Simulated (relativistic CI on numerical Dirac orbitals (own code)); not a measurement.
# W⁵⁺: resonant inelastic X-ray scattering at the L2,3 edge

Aim: the energy losses and their intensities at the absorption maxima, by the Kramers-Heisenberg formula, for 6 crystal fields.

Program: relativistic CI on numerical Dirac orbitals (own code) version 3. Level of theory: Dirac-Coulomb-Breit CI, KLI orbitals optimised for each configuration, model QED (radiative potential, 1s self-energy scaled to tabulated hydrogen-like ionisation energies), Kramers-Heisenberg scattering through one core-hole configuration in a parametric crystal field. These are calculated values, not measurements, unless marked.

### 1 What is computed

| Property | Result |
| --- | --- |
| ion | W⁵⁺ (W VI) |
| nuclear charge | 74 |
| electrons | 69 |
| configurations | [Xe] 4f14 5d → [He] 2s2 2p5 3s2 3p6 3d10 4s2 4p6 4d10 4f14 5s2 5p6 5d2 |
| temperature | 10 K |
| core-hole width | 7.5 eV |
| field 1 (cm⁻¹) | Oh, 10Dq = 10000 |
| field 2 (cm⁻¹) | Oh, 10Dq = 22550 |
| field 3 (cm⁻¹) | Oh, 10Dq = 35100 |
| field 4 (cm⁻¹) | Oh, 10Dq = 47650 |
| field 5 (cm⁻¹) | Oh, 10Dq = 60200 |
| field 6 (cm⁻¹) | Oh, 10Dq = 72750 |

### 2 Field 1: Oh, 10Dq = 10000

Settings, as recorded:

```ini
atom W  Z=74  charge=5  electrons=69
nucleus A=184  rms_radius_fm=5.3658
hamiltonian dirac-coulomb  breit=on  qed=on  c_scale=1
orbitals kli  potential=per-configuration
slater_scale 1
correlation none
mixing on
configurations
  [Xe] 4f14 5d
  [He] 2s2 2p5 3s2 3p6 3d10 4s2 4p6 4d10 4f14 5s2 5p6 5d2
end
rixs L2,3 T=10 core_hole_width=7.5
crystal_field Oh 10Dq=10000
```

Run with:

```console
$ python run_levels.py task.json out
```

The settings of every run stand in task.json; they run in order.

### 3 Field 2: Oh, 10Dq = 22550

The settings differ from step 2 so:

```diff
@@ -12,2 +12,2 @@
 rixs L2,3 T=10 core_hole_width=7.5
-crystal_field Oh 10Dq=10000
+crystal_field Oh 10Dq=22550
```

### 4 Field 3: Oh, 10Dq = 35100

The settings differ from step 3 so:

```diff
@@ -12,2 +12,2 @@
 rixs L2,3 T=10 core_hole_width=7.5
-crystal_field Oh 10Dq=22550
+crystal_field Oh 10Dq=35100
```

### 5 Field 4: Oh, 10Dq = 47650

The settings differ from step 4 so:

```diff
@@ -12,2 +12,2 @@
 rixs L2,3 T=10 core_hole_width=7.5
-crystal_field Oh 10Dq=35100
+crystal_field Oh 10Dq=47650
```

### 6 Field 5: Oh, 10Dq = 60200

The settings differ from step 5 so:

```diff
@@ -12,2 +12,2 @@
 rixs L2,3 T=10 core_hole_width=7.5
-crystal_field Oh 10Dq=47650
+crystal_field Oh 10Dq=60200
```

### 7 Field 6: Oh, 10Dq = 72750

The settings differ from step 6 so:

```diff
@@ -12,2 +12,2 @@
 rixs L2,3 T=10 core_hole_width=7.5
-crystal_field Oh 10Dq=60200
+crystal_field Oh 10Dq=72750
```

(Steps that only read results are left out.)

What does the calculation give? Wanted: incident energies, field 1; share of spin-changing ones, field 1.

As calculated:

| field | S, thermal mean | first incident energy (eV) | lowest loss over 0.08 eV (eV) | strongest such loss there (eV) | its level |
| --- | --- | --- | --- | --- | --- |
| 1: Oh | 0.50 | 10209.9 | 0.748 | 1.739 | G8, S = 0.5 |
| 2: Oh | 0.50 | 10210.2 | 0.675 | 3.150 | G8, S = 0.5 |
| 3: Oh | 0.50 | 10210.7 | 0.649 | 4.655 | G8, S = 0.5 |
| 4: Oh | 0.50 | 10208.5 | 0.636 | 0.636 | G7, S = 0.5 |
| 5: Oh | 0.50 | 10206.9 | 0.629 | 0.629 | G7, S = 0.5 |
| 6: Oh | 0.50 | 10206.1 | 0.623 | 0.623 | G7, S = 0.5 |

```
                            quantity                value
          incident energies, field 1  10209.9, 11546.6 eV
strongest loss over 0.08 eV, field 1              1.74 eV
share of spin-changing ones, field 1                  0 %
```

What this shows: In field 1 the strongest loss over 0.08 eV at the first resonance is 1.74 eV (G8, S = 0.5). The first incident energy is the lowest absorption maximum of each field and need not be the same resonance in all. Only the lowest levels kept in the record count, and labels are spin-orbit irreps. Polarisations are summed, and charge-transfer losses are outside the model.
